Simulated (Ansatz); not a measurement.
Runs of Ansatz 0.2.0 on GaGe. Symmetry: F-43m, No. 216, cubic system. The conventional cell has a = 5.796 Å, b = 5.796 Å, c = 5.796 Å, α = 90.00°, β = 90.00°, γ = 90.00°. Around Ge (site symmetry -43m) lie 4 Ga at 2.51 Å. Around Ga (site symmetry -43m) lie 4 Ge at 2.51 Å. The cell comes from a database or a generator and needn't be the stable form of this composition.

```tsv
level	share of exact exchange	gap on the mesh (eV)	pressure (GPa)
PBE0 form with a typed share of exact exchange	0	none	-0.2
PBE0 form with a typed share of exact exchange	0.15	none	(a)
PBE0 form with a typed share of exact exchange	0.1	none	-0.8
PBE0	0.25	none	-1.7
PBE0 form with a typed share of exact exchange	0.35	none	-2.3
PBE0 form with a typed share of exact exchange	0.5	none	(b)
```

Alike in all rows: task single point; potentials or basis Ansatz PAW; no spin polarisation; cell as given; k mesh 5 × 5 × 5; cutoff (eV) 420; smearing fermi-dirac 0.05 eV; the mesh is coarse, so values aren't converged.

Question: Estimate the missing entries.

Answer: (a) -1.1; (b) -3.1.

Caveats: all runs use coarse meshes; the PAW data sets come from PBE, with cores solved anew for the run's functional, which leaves a small shift of forces and pressure (some runs); the thresholds are loose for stress (some runs); the PAW data sets were made with another functional, which shifts forces and pressure a little (some runs).

A k mesh can miss the band edges, and the runs leave out spin-orbit coupling on Ga, Ge.

A gap of «none» marks a metal or a gap under the smearing width.
